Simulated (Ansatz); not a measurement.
**CH₈BNOSi: up Jacob's ladder to CCSD(T)**

An exercise on one series of results from a longer session: the logs are not shown, and one member is left open.

The runs use Ansatz 0.2.0, Gaussian basis; functionals in def2-TZVPP, the program's frozen cores in correlated methods.

The runs, in order: PBE-D4, r2SCAN-D4, PBE0-D4, B3LYP-D4, ωB97X-V, ωB97M-V, B2PLYP; CCSD(T)/def2-TZVPP; MP2/def2-QZVPP; extrapolation to the limit.

### Structure used throughout

The geometry comes from an earlier relaxation with PBE0-D4 in a triple-zeta def2 set; it is a stationary point, not always the lowest conformer.

SMILES `COB(N)[SiH3]`, 13 atoms, charge 0, spin multiplicity 1.

Atoms are counted from 1 here; the program's logs count them from 0.

Bond lengths: C1–O2 1.404 Å, C1–H6 1.096 Å, C1–H7 1.093 Å, C1–H8 1.093 Å, O2–B3 1.366 Å, B3–N4 1.402 Å, B3–Si5 2.037 Å, N4–H9 1.003 Å, N4–H10 1.007 Å, Si5–H11 1.492 Å, Si5–H12 1.492 Å, Si5–H13 1.492 Å. Angles: O2–C1–H6 112.3°, O2–C1–H7 109.4°, O2–C1–H8 109.5°, H6–C1–H7 108.5°, H6–C1–H8 108.5°, H7–C1–H8 108.6°, C1–O2–B3 123.6°, O2–B3–N4 116.9°, O2–B3–Si5 124.5°, N4–B3–Si5 118.6°, B3–N4–H9 123.1°, B3–N4–H10 122.2°, H9–N4–H10 114.6°, B3–Si5–H11 112.6°, B3–Si5–H12 112.6°, B3–Si5–H13 110.0°, H11–Si5–H12 106.6°, H11–Si5–H13 107.4° and more.

Set-up of the first run:

The input, in.yaml:

```yaml
crystal:
  periodic: [false, false, false]
  atoms:
    - {symbol: C, position_ang: [-1.962965, 0.306798, 0.200797]}
    - {symbol: O, position_ang: [-1.091117, -0.790211, 0.117857]}
    - {symbol: B, position_ang: [0.262207, -0.671075, -0.021768]}
    - {symbol: N, position_ang: [1.000599, -1.860543, -0.090953]}
    - {symbol: Si, position_ang: [1.258349, 1.102764, -0.133947]}
    - {symbol: H, position_ang: [-1.432664, 1.264060, 0.149541]}
    - {symbol: H, position_ang: [-2.511074, 0.264923, 1.145432]}
    - {symbol: H, position_ang: [-2.681178, 0.264327, -0.621995]}
    - {symbol: H, position_ang: [1.998114, -1.881616, -0.193248]}
    - {symbol: H, position_ang: [0.564402, -2.767318, -0.041242]}
    - {symbol: H, position_ang: [1.068860, 1.944259, 1.083465]}
    - {symbol: H, position_ang: [0.824223, 1.930780, -1.296716]}
    - {symbol: H, position_ang: [2.722541, 0.858353, -0.282523]}
basis:
  gaussian: {orbitals: def2-TZVPP}
hamiltonian: {xc: pbe, dispersion: d4}
output: {forces: true, orbitals: {seedname: orbitals}}
```

The run is started by

```
$ ansatz run in.yaml --threads 4 --pin off --events-out ev --progress --plain --max-ram 10444MiB
```

Among the steps run: PBE-D4 (GGA); r2SCAN-D4 (meta-GGA); PBE0-D4 (hybrid); B3LYP-D4 (hybrid); ωB97X-V (range-separated); ωB97M-V (range-separated); B2PLYP (double hybrid); CCSD(T) in def2-TZVPP; MP2 in def2-QZVPP.

One table of the session follows, with a row left open; its other results are not shown here.

It belongs to the step «Atomisation energies». 

| method | atomisation energy (kJ/mol) |
| --- | --- |
| PBE-D4 | 4821.4 |
| r2SCAN-D4 | 4756.1 |
| PBE0-D4 | 4745.5 |
| B3LYP-D4 | 4767.7 |
| ωB97X-V | 4770.5 |
| ωB97M-V | 4768.7 |
| B2PLYP | 4706.0 |
| HF/def2-TZVPP | 3487.5 |
| MP2/def2-TZVPP | 4669.5 |
| CCSD/def2-TZVPP | ? |
| CCSD(T)/def2-TZVPP | 4621.6 |
| MP2/CBS | 4790.3 |
| CCSD(T)/CBS | 4742.3 |

**Question.** Estimate the row for CCSD/def2-TZVPP.

**Answer.** atomisation energy (kJ/mol): 4560.9. In the column «atomisation energy (kJ/mol)» it lies between HF/def2-TZVPP (3487.5) and CCSD(T)/def2-TZVPP (4621.6).

To keep in mind: Free atoms (1 C, 1 O, 1 B, 1 N, 1 Si, 8 H) were run apart at each level; the atomisation energy is their sum less the molecule, without zero-point or spin-orbit terms.
